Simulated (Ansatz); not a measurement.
**H2I+ (singlet): wave-function methods side by side at scale of all distances = 1.100, def2-SVP**

Aim: climb from Hartree-Fock through coupled cluster and multireference methods for H2I+ (singlet) at one geometry and basis, and see what each rung misses.

The runs use Ansatz 0.2.0, Gaussian basis; def2-SVP, core rule «outside noble gas», up to 9 orbitals frozen.

Plan: UHF; CCSD(T) on RHF; BCCD(T) on RHF; CISD; CCSDT(Q) on RHF; CCSDTQ on RHF; CASSCF and MRCISD+Q, 2 electrons in 2 orbitals; CASSCF and NEVPT2, 2 electrons in 2 orbitals; CASSCF and MRCISD+Q, 8 electrons in 6 orbitals; CASSCF and NEVPT2, 8 electrons in 6 orbitals.

8 further runs of the same task are left out: 7 that didn't finish, 1 set aside as unsound or not needed.

## 1. What is computed

The geometry derives from a PBE0/def2-TZVP stationary point (not a proven minimum). All distances are scaled together. No spin-orbit coupling is included. Elements past krypton take def2 core potentials.

3 atoms, charge 1, spin multiplicity 1.

Atoms are counted from 1 here; the program's logs count them from 0.

Bond lengths: I1–H2 1.792 Å, I1–H3 1.792 Å. Angles: H2–I1–H3 91.0°.

Geometry (Å):

```xyz
3
charge 1, multiplicity 1
I     0.0000   -0.0196    0.0000
H     0.0000    1.2367   -1.2776
H     0.0000    1.2367    1.2775
```

## 2. UHF

Input file in.yaml:

```yaml
crystal:
  periodic: [false, false, false]
  atoms:
    - {symbol: I, position_ang: [0.000000, -0.019645, 0.000000]}
    - {symbol: H, position_ang: [0.000000, 1.236677, -1.277551]}
    - {symbol: H, position_ang: [0.000000, 1.236729, 1.277500]}
basis:
  gaussian: {orbitals: def2-SVP}
total_charge: 1
magnetization: {spin_polarized: true, initial_magnetization: 0}
hamiltonian: {xc: hf}
output: {orbitals: {seedname: orbitals}}
```

The run is started by

```
> ansatz run in.yaml --threads 1 --pin off --events-out ev --progress --plain --max-ram 2393MiB
```

The runs that follow: CCSD(T) on RHF; BCCD(T) on RHF; CISD; CCSDT(Q) on RHF; CCSDTQ on RHF; CASSCF and MRCISD+Q, 2 electrons in 2 orbitals; CASSCF and NEVPT2, 2 electrons in 2 orbitals; CASSCF and MRCISD+Q, 8 electrons in 6 orbitals; CASSCF and NEVPT2, 8 electrons in 6 orbitals.

Q: Predict the results of all the runs planned. Wanted: RCCSDTQ below the RHF energy; RMP2 from RCCSDTQ; RCCSD from RCCSDTQ; RCCSD(T) from RCCSDTQ; RCCSDT(Q) from RCCSDTQ; NEVPT2 pair from RCCSDTQ; MRCISD+Q pair from RCCSDTQ; NEVPT2 valence from RCCSDTQ; T1 diagnostic.

**Answer**, as computed:

```
                         quantity                                                                  value
     RCCSDTQ below the RHF energy                                                             -3.8882 eV
                RMP2 from RCCSDTQ                                                             +711.3 meV
               RCCSD from RCCSDTQ                                                             +102.8 meV
            RCCSD(T) from RCCSDTQ                                                              +18.2 meV
           RCCSDT(Q) from RCCSDTQ                                                               +0.5 meV
         NEVPT2 pair from RCCSDTQ                                                             +585.1 meV
       MRCISD+Q pair from RCCSDTQ                                                              -18.0 meV
      NEVPT2 valence from RCCSDTQ                                                             +570.8 meV
levels within 1 kcal/mol (43 meV)  RCCSD(T), BCCD(T), RCCSDT, RCCSDT(Q), MRCISD+Q pair, MRCISD+Q valence
                    T1 diagnostic                                                                  0.011
   effectively unpaired electrons                                                                   0.04
```

What this shows: RCCSD(T) misses by +18.2 meV, 0.5 % of the correlation energy. One determinant dominates. Of the multireference levels listed MRCISD+Q valence comes nearest in total energy (-8.9 meV), which doesn't show that its space is the better one. These misses are within one basis, not against nature.
